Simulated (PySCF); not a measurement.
**IrOCl2: relaxation and vibrations of the doublet**

Where does doublet IrOCl2 go from a trigonal planar start, is the end point a minimum, and what are its modes, charges and moments?

Program: PySCF 2.14.0. Level of theory: PBE, basis Ir def2-SVP with ECP60, O def2-SVP, Cl def2-SVP, scalar-relativistic core potentials, no spin–orbit coupling, density fitting. These are calculated values, not measurements.

### Step 1. The starting structure

4 atoms, charge 0, spin multiplicity 2.

Bond lengths: Ir1–O2 1.720 Å, Ir1–Cl3 2.210 Å, Ir1–Cl4 2.210 Å. Angles: O2–Ir1–Cl3 120.0°, O2–Ir1–Cl4 120.0°, Cl3–Ir1–Cl4 120.0°.

```xyz
4
charge 0 multiplicity 2
Ir   -0.0892   -0.1545    0.0000
O    -0.9492   -1.6441    0.0000
Cl    2.1208   -0.1545    0.0000
Cl   -1.1942    1.7594    0.0000
```

### Step 2. Trigonal planar start, doublet: relaxation

The steps below are one call of a driver around PySCF. For each, scf.py gives the equivalent set-up of the SCF; relaxations use the driver's own optimiser. Before each start the driver seeks the lowest SCF state from one or more starting densities and follows internal instabilities, so scf.py alone need not reach the same state.

The program finds C2v symmetry in the start, which this walk keeps. Threshold on the gradient: 0.0003 Eh/bohr, with a further test on the energy change.

scf.py reads:

```python
from pyscf import gto, scf, dft
mol = gto.M(atom='''
Ir    -0.089225    -0.154543    -0.000000
O     -0.949236    -1.644136    -0.000000
Cl     2.120768    -0.154540     0.000000
Cl    -1.194230     1.759362     0.000000''',
    basis={'Ir': 'def2-SVP', 'O': 'def2-SVP', 'Cl': 'def2-SVP'},
    ecp={'Ir': 'def2-SVP'},
    charge=0, spin=1)
mf = dft.UKS(mol, xc='PBE')
mf.grids.atom_grid = (50, 194)
aux = {'Ir': 'def2-universal-JKFIT', 'O': 'def2-universal-JKFIT', 'Cl': 'def2-universal-JKFIT'}
mf = mf.density_fit(auxbasis=aux)
mf.kernel()
```

Steps of the walk:

| step | energy (Eh) | change (kJ/mol) | largest symmetric gradient (Eh/bohr) |
| --- | --- | --- | --- |
| 0 | -1099.260438 | 0.00 | 0.02258 |
| 1 | -1099.260932 | -1.30 | 0.00877 |
| 2 | -1099.261030 | -1.56 | 0.00075 |
| 3 | -1099.261031 | -1.56 | 0.00013 |

The walk needed 5.2 s of wall time on 4 threads, shared host.

Geometry (Å) and forces (eV/Å) at some steps:

```
step 0
Ir  -0.089  -0.155   0.000  -0.664  -1.165   0.000
O   -0.949  -1.644   0.000   0.562   0.990   0.000
Cl   2.121  -0.155   0.000   0.161   0.026   0.000
Cl  -1.194   1.759   0.000  -0.059   0.149   0.000
step 1
Ir  -0.097  -0.167   0.000   0.232   0.390   0.000
O   -0.940  -1.627   0.000  -0.267  -0.447   0.000
Cl   2.122  -0.158   0.000   0.066   0.004   0.000
Cl  -1.197   1.759   0.000  -0.030   0.054   0.000
step 2
Ir  -0.096  -0.166   0.000  -0.018  -0.041   0.000
O   -0.944  -1.634   0.000   0.007   0.028   0.000
Cl   2.125  -0.156   0.000   0.010   0.007   0.000
Cl  -1.197   1.762   0.000   0.001   0.007   0.000
step 3
Ir  -0.096  -0.166   0.000   0.002  -0.010   0.000
O   -0.944  -1.635   0.000  -0.006   0.005   0.000
Cl   2.125  -0.155   0.000   0.002   0.005   0.000
Cl  -1.197   1.762   0.000   0.003   0.000   0.000
```

After 3 steps and 1.6 kJ/mol it ends at C2v: Ir–Cl 2.221 Å (×2), Ir–O 1.696 Å; Cl–Ir–Cl 119.4°, Cl–Ir–O 120.3° (×2).

### Step 3. Vibrations and properties at this point

The point is checked on the finer grid, and tightened if its gradient asks for it. The Hessian and the dipole derivatives come from central differences of analytic gradients, with steps of 0.01 bohr.

scf.py, as its differences from that of step 2:

```diff
@@ -3,4 +3,4 @@
-Ir    -0.089225    -0.154543    -0.000000
-O     -0.949236    -1.644136    -0.000000
-Cl     2.120768    -0.154540     0.000000
-Cl    -1.194230     1.759362     0.000000''',
+Ir    -0.091935    -0.159237     0.000000
+O     -0.939668    -1.627563     0.000000
+Cl     2.128705    -0.147657     0.000000
+Cl    -1.192237     1.769677    -0.000000''',
@@ -11 +11 @@
-mf.grids.atom_grid = (50, 194)
+mf.grids.atom_grid = (75, 302)
```

The driver hands on the density of the step before, so the log starts near convergence.

SCF at the final geometry:

```text
init E= -1099.26097466504
[... the frontier-level lines of each cycle are left out ...]
cycle= 1 E= -1099.26097466456  delta_E= 4.83e-10  |g|= 3.11e-05  |ddm|= 4.63e-05
cycle= 2 E= -1099.26097465854  delta_E= 6.01e-09  |g|= 0.000113  |ddm|= 0.000151
cycle= 3 E= -1099.26097466488  delta_E= -6.33e-09  |g|= 2.18e-05  |ddm|= 0.00011
cycle= 4 E= -1099.26097466508  delta_E= -2.04e-10  |g|= 3.71e-06  |ddm|= 1.88e-05
cycle= 5 E= -1099.26097466509  delta_E= -9.09e-12  |g|= 8.59e-07  |ddm|= 5.01e-06
Extra cycle  E= -1099.26097466509  delta_E= 6.37e-12  |g|= 2.53e-06  |ddm|= 4.52e-06
converged SCF energy = -1099.26097466509  <S^2> = 0.75317834  2S+1 = 2.0031758
```

The whole step took 26 s.

Geometry: C2v; Ir–Cl 2.221 Å (×2), Ir–O 1.695 Å; Cl–Ir–Cl 119.4°, Cl–Ir–O 120.3° (×2).

Modes, for the most abundant isotopes:

```json
{"symmetry": "b2", "ω (cm⁻¹)": "99", "IR (km/mol)": "1.3", "type": "bend"}
{"symmetry": "a1", "ω (cm⁻¹)": "102", "IR (km/mol)": "0.0", "type": "bend"}
{"symmetry": "b1", "ω (cm⁻¹)": "134", "IR (km/mol)": "0.3", "type": "bend"}
{"symmetry": "a1", "ω (cm⁻¹)": "393", "IR (km/mol)": "8.3", "type": "stretch"}
{"symmetry": "b2", "ω (cm⁻¹)": "406", "IR (km/mol)": "40.8", "type": "stretch"}
{"symmetry": "a1", "ω (cm⁻¹)": "972", "IR (km/mol)": "60.0", "type": "stretch"}
```

No imaginary mode, so this is a minimum.

Properties at this point:

```
Dipole moment                                                   : 0.51 D
Highest occupied level                                          : -6.15 eV
Lowest empty level                                              : -5.04 eV
Rotational constants                                            : 0.1356, 0.06557, 0.04419 cm⁻¹
Zero-point energy                                               : 12.6 kJ/mol
Principal polarisabilities                                      : 36.9, 59.8, 77.7 bohr³
Atomisation energy without zero-point energy                    : 1281 kJ/mol
Principal traceless quadrupole moments about the centre of mass : -1.54, -0.64, 2.17 D Å
Entropy at 298.15 K and 1 bar (electronic part: spin only)      : 344.8 J/(mol K)
Heat capacity Cp at 298.15 K                                    : 71.6 J/(mol K)
Enthalpy at 298.15 K above 0 K                                  : 17.27 kJ/mol
Rotational symmetry number                                      : 2
Spin squared ⟨S²⟩                                               : 0.753
```

Charges (e) and bond orders:

```tsv
atom	Mulliken	Löwdin	polar tensor	spin (Mulliken)	Mayer order to Ir1
Ir1	0.44	-0.33	0.95	0.57	–
O2	-0.20	0.00	-0.39	0.40	1.90
Cl3,4	-0.12	0.17	-0.28	0.02	1.13
```

Outer orbital energies (eV). α occupied: -9.69, -9.61, -9.16, -8.88, -8.69, -6.95, -6.52, -6.15; empty: -4.97, -4.84, -0.61, 0.19. β occupied: -10.49, -9.57, -9.49, -9.11, -8.69, -8.66, -6.70, -6.34; empty: -5.04, -4.74, -4.67, -0.48.

Mulliken populations on Ir1 (outside its core potential): s 2.77, p 6.34, d 7.39, f 0.06.

### Step 4. Summary of results

| quantity | value |
| --- | --- |
| minimum | doublet, C2v |
| geometry | Ir–Cl 2.221 Å (×2), Ir–O 1.695 Å; Cl–Ir–Cl 119.4°, Cl–Ir–O 120.3° (×2) |
| wavenumbers (cm⁻¹) | 99 (b2), 102 (a1), 134 (b1), 393 (a1), 406 (b2), 972 (a1) |
| dipole moment | 0.51 D |
| highest occupied, lowest empty level (either spin) | -6.15, -5.04 eV |
| polar-tensor charge of Ir1 | +0.95 e |
| zero-point energy | 12.6 kJ/mol |
| entropy at 298.15 K | 344.8 J/(mol K) |
| atomisation energy (no zero-point energy) | 1281 kJ/mol |
| ⟨S²⟩ | 0.753 |

In words: The trigonal planar start keeps its C2v symmetry and ends in a minimum. In the infrared the band at 972 cm⁻¹ (a1, stretch) leads. Most of the spin sits on Ir1 (Mulliken spin 0.57, against 1 for the whole molecule). Other starts or spin states, not run here, may lie lower. One determinant may miss the lowest occupation of an open d or f shell. Spin–orbit coupling, left out here, can matter for elements this heavy.

The search up to here took 44 s.
